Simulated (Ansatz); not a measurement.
# CH8ClNSi2: basis-set convergence

An exercise on one series of results from a longer session: the logs are not shown, and one member is left open.

The runs use Ansatz 0.2.0, Gaussian basis; one geometry, several basis sets.

Levels to be run: PBE0-D4/def2-SVP; ωB97M-V/def2-SVP; PBE0-D4/def2-QZVPP; ωB97M-V/def2-QZVPP; the functionals' def2-TZVPP values are taken from earlier runs.

## Structure used throughout

All runs share one geometry, relaxed beforehand with PBE0-D4 in a triple-zeta def2 set.

SMILES `CN([SiH3])[SiH2]Cl`, 13 atoms, charge 0, spin multiplicity 1.

Atoms are counted from 1 here; the program's logs count them from 0.

Bond lengths: C1–N2 1.464 Å, C1–H6 1.094 Å, C1–H7 1.093 Å, C1–H8 1.095 Å, N2–Si3 1.734 Å, N2–Si4 1.707 Å, Si3–H9 1.488 Å, Si3–H10 1.483 Å, Si3–H11 1.489 Å, Si4–Cl5 2.067 Å, Si4–H12 1.477 Å, Si4–H13 1.481 Å. Angles: N2–C1–H6 110.6°, N2–C1–H7 110.7°, N2–C1–H8 112.1°, H6–C1–H7 107.3°, H6–C1–H8 108.2°, H7–C1–H8 107.8°, C1–N2–Si3 116.3°, C1–N2–Si4 118.2°, Si3–N2–Si4 124.6°, N2–Si3–H9 109.2°, N2–Si3–H10 108.2°, N2–Si3–H11 111.6°, H9–Si3–H10 110.6°, H9–Si3–H11 107.5°, H10–Si3–H11 109.8°, N2–Si4–Cl5 112.7°, N2–Si4–H12 109.2°, N2–Si4–H13 109.3° and more.

Set-up of the first run:

Contents of in.yaml:

```yaml
crystal:
  periodic: [false, false, false]
  atoms:
    - {symbol: C, position_ang: [-1.497498, 0.222562, -0.020632]}
    - {symbol: N, position_ang: [-0.061626, -0.036484, -0.138057]}
    - {symbol: Si, position_ang: [0.480175, -1.602407, 0.371810]}
    - {symbol: Si, position_ang: [0.968361, 1.279459, -0.486034]}
    - {symbol: Cl, position_ang: [1.193594, 2.564321, 1.117941]}
    - {symbol: H, position_ang: [-2.074045, -0.629417, -0.393704]}
    - {symbol: H, position_ang: [-1.782218, 1.093998, -0.616528]}
    - {symbol: H, position_ang: [-1.798319, 0.411426, 1.015099]}
    - {symbol: H, position_ang: [-0.213275, -2.645750, -0.431479]}
    - {symbol: H, position_ang: [1.946483, -1.674786, 0.165095]}
    - {symbol: H, position_ang: [0.159675, -1.852720, 1.804284]}
    - {symbol: H, position_ang: [2.311461, 0.767691, -0.826877]}
    - {symbol: H, position_ang: [0.367221, 2.102097, -1.560919]}
basis:
  gaussian: {orbitals: def2-SVP}
hamiltonian: {xc: pbe0, dispersion: d4}
output: {orbitals: {seedname: orbitals}}
```

Among the steps run: PBE0-D4 in def2-SVP; ωB97M-V in def2-SVP; PBE0-D4 in def2-QZVPP; ωB97M-V in def2-QZVPP.

One table of the session follows, with a row left open; its other results are not shown here.

It belongs to the step «Functionals by basis». 

| functional | basis | HOMO (eV) | LUMO (eV) |
| --- | --- | --- | --- |
| PBE0-D4 | def2-SVP | -7.43 | 0.53 |
| PBE0-D4 | def2-TZVPP | ? | ? |
| PBE0-D4 | def2-QZVPP | -7.54 | -0.01 |
| ωB97M-V | def2-SVP | -9.67 | 2.41 |
| ωB97M-V | def2-TZVPP | -9.80 | 1.81 |
| ωB97M-V | def2-QZVPP | -9.82 | 1.51 |

**Question.** Estimate the row for PBE0-D4, def2-TZVPP.

As computed: HOMO (eV): -7.52; LUMO (eV): 0.11. In the column «HOMO (eV)» it lies between PBE0-D4, def2-QZVPP (-7.54) and PBE0-D4, def2-SVP (-7.43).
